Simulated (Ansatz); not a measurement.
# B2FH3O: up Jacob's ladder to CCSD(T)

Aim: compute B2FH3O with functionals from several rungs and with coupled cluster. The yardstick is the atomisation energy at the CCSD(T) limit.

The runs use Ansatz 0.2.0, Gaussian basis; functionals in def2-TZVPP, the program's frozen cores in correlated methods.

The runs, in order: LDA (SPW92), PBE-D4, revPBE-D4, BLYP-D4, r2SCAN-D4, B97M-V, PBE0-D4, B3LYP-D4, r2SCANh-D4, r2SCAN0-D4, HSE06-D4, BHLYP-D4, CAM-B3LYP-D4, LC-ωPBE, ωB97X-V, ωB97M-V, B2PLYP, PBE-QIDH; CCSD(T)/def2-SVP; CCSD(T)/def2-TZVPP; MP2/def2-QZVPP; extrapolation to the limit; RPA on PBE.

### Step 1. The geometry

An earlier PBE0-D4 in a triple-zeta def2 set relaxation fixed the geometry.

SMILES `BOBF`, 7 atoms, charge 0, spin multiplicity 1.

Atoms are counted from 1 here; the program's logs count them from 0.

Bond lengths: B1–O2 1.363 Å, B1–H5 1.199 Å, B1–H6 1.195 Å, O2–B3 1.363 Å, B3–F4 1.316 Å, B3–H7 1.195 Å. Angles: O2–B1–H5 119.9°, O2–B1–H6 117.3°, H5–B1–H6 122.8°, B1–O2–B3 124.8°, O2–B3–F4 117.3°, O2–B3–H7 122.9°, F4–B3–H7 119.8°.

As a file:

```
B    -0.7165    0.9829   -0.0809
O    -0.4020   -0.2134    0.4914
B     0.6549   -0.9936    0.1299
F     0.8215   -2.1250    0.7820
H    -0.0393    1.4153   -0.9709
H    -1.6749    1.5577    0.3413
H     1.4176   -0.6920   -0.7387
```

### Step 2. LDA

This LDA is Slater exchange with PW92 correlation.

in.yaml

```yaml
crystal:
  periodic: [false, false, false]
  atoms:
    - {symbol: B, position_ang: [-0.716507, 0.982876, -0.080850]}
    - {symbol: O, position_ang: [-0.401962, -0.213351, 0.491441]}
    - {symbol: B, position_ang: [0.654924, -0.993556, 0.129913]}
    - {symbol: F, position_ang: [0.821536, -2.125022, 0.781983]}
    - {symbol: H, position_ang: [-0.039314, 1.415332, -0.970872]}
    - {symbol: H, position_ang: [-1.674933, 1.557712, 0.341275]}
    - {symbol: H, position_ang: [1.417556, -0.691992, -0.738688]}
basis:
  gaussian: {orbitals: def2-TZVPP}
hamiltonian: {xc: lda}
output: {orbitals: {seedname: orbitals}}
```

The run is started by

```
$ ansatz run in.yaml --threads 2 --pin off --events-out ev --progress --plain --max-ram 4352MiB
```

Further steps of the session: PBE-D4 (GGA); revPBE-D4 (GGA); BLYP-D4 (GGA); r2SCAN-D4 (meta-GGA); B97M-V (meta-GGA); B3LYP-D4 (hybrid); r2SCANh-D4 (hybrid); r2SCAN0-D4 (hybrid); HSE06-D4 (hybrid); BHLYP-D4 (hybrid); CAM-B3LYP-D4 (range-separated); LC-ωPBE (range-separated); ωB97X-V (range-separated); ωB97M-V (range-separated); B2PLYP (double hybrid); PBE-QIDH (double hybrid); CCSD(T) in def2-SVP; CCSD(T) in def2-TZVPP; MP2 in def2-QZVPP; RPA on PBE orbitals.

Q: Predict the results of all the runs planned. Wanted: atomisation energy, CCSD(T)/CBS; farthest beyond LDA; mean size of error, GGA; mean size of error, meta-GGA; mean size of error, hybrid; mean size of error, range-separated; mean size of error, double hybrid; gap, smallest and largest; T1 diagnostic.

**Answer**, as computed:

| quantity | value |
| --- | --- |
| atomisation energy, CCSD(T)/CBS | 693.7 kcal/mol |
| functionals within 3.5 kcal/mol (0.5 %) | PBE0-D4, r2SCANh-D4, HSE06-D4, LC-ωPBE, ωB97X-V, B2PLYP, PBE-QIDH |
| farthest beyond LDA | BHLYP-D4 (-14.3 kcal/mol) |
| mean size of error, GGA | 8.1 kcal/mol |
| mean size of error, meta-GGA | 6.1 kcal/mol |
| mean size of error, hybrid | 4.7 kcal/mol |
| mean size of error, range-separated | 5.6 kcal/mol |
| mean size of error, double hybrid | 0.7 kcal/mol |
| gap, smallest and largest | 4.91 eV (LDA (SPW92)), 12.96 eV (LC-ωPBE) |
| T1 diagnostic | 0.0131 |
| triples share of the correlation energy | 3.1 % |

What this shows: The LDA atomisation energy is off by 97.5 kcal/mol (14 %): it overbinds. PBE-D4 misses by +13.7 kcal/mol. Double hybrids carry the basis error of their MP2 part in triple zeta, and no dispersion term here, so their miss is partly the set-up's. By mean error the best rung here is double hybrid (0.7 kcal/mol) and the worst beyond LDA is GGA (8.1 kcal/mol). The reference freezes the cores and leaves out relativity and excitations past (T), so misses under about 3.5 kcal/mol can't be ranked. Hartree-Fock recovers 78 % of the binding; the rest is correlation. CCSD(T) in def2-SVP is off by -24.7 kcal/mol, which most functionals beat. Orbital gaps span 4.9 to 13.0 eV; exact exchange widens them.
